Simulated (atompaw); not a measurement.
# A PAW (atompaw) potential for Eu, from input to tests

Aim: build the potential from the settings below, then test how well it stands in for the atom: scattering, ghost states and the plane-wave cutoff that it needs.

Program: atompaw 4.2.0.5. Reference atom: PBE, scalar-relativistic, spherical and spin-unpolarised. All values are calculated.

**1. Settings**

Typed settings, in words:

```
element                 : europium (Eu, Z = 63)
type                    : PAW
frozen core             : [Kr]
valence charge          : 27
reference configuration : 4d10 4f6.5 5s2 5p6 5d0.5 6s2 6p0
partial waves           : 5s (bound): rc 1.50 bohr; 6s (bound): rc 2.95 bohr; 5p (bound): rc 1.85 bohr; 6p (bound, empty): rc 2.95 bohr; 4d (bound): rc 0.95 bohr; 5d (bound): rc 1.35 bohr; 4f (bound): rc 0.70 bohr; 4f channel at 2.4 Ry: rc 0.70 bohr
local potential         : bessel scheme, radius 2.70 bohr
core correction         : smooth core density matched at 1.80 bohr
augmentation charge     : gaussian compensation charge, radius 2.70 bohr; PAW radius 2.95 bohr; waves and projectors: custom polynom gramschmidtortho
```

**2. Generating the potential**

File Eu.input:

```
Eu 63
GGA-PBE scalarrelativistic loggrid 2001 logderivrange -12 5 426
6 6 5 4 0 0
6 1 0
5 2 0.5
4 3 6.5
0 0 0
c
c
c
c
v
v
c
c
c
v
v
c
v
v
v
3
2.95 2.70 2.70 1.80
n
n
n
y
2.4
n
custom polynom gramschmidtortho gaussian
bessel
1.50
2.95
1.85
2.95
0.95
1.35
0.70
0.70
PWSCFOUT
UPFDX 0.0125d0 UPFXMIN -7.d0 UPFZMESH 63.d0
END
```

Command:

```bash
$ atompaw < Eu.input > Eu.log
```

**Question.** What will these runs give? Wanted: cutoffs for 10 and 1 mRy, occupied levels; bound ghosts; largest phase difference near zero energy, channels read; lowest eigenvalue of the overlap; share of valence orbitals outside the PAW sphere; UPF file.

The runs gave:

```
                                                quantity                                                      value
               cutoffs for 10 and 1 mRy, occupied levels                                over 300 Ry and over 300 Ry
                                            bound ghosts                                                 none found
largest phase difference near zero energy, channels read                                                  0.012 rad
         lowest eigenvalue of the overlap (Bessel basis)                                                  0.543 (p)
        share of valence orbitals outside the PAW sphere  5s 0 %, 6s 80 %, 5p 3 %, 6p 95 %, 4d 0 %, 5d 44 %, 4f 1 %
                                                UPF file                                                    written
```

The potential is very hard: the looser tolerance needs over 300 Ry. The slowest occupied level is 4f: taken alone it needs over 300 Ry to come within 1 mRy, against 200 Ry for 4d. The Bessel-basis test finds no level below the valence levels. Near zero energy the phases of the channels with partial waves agree within 0.012 rad.
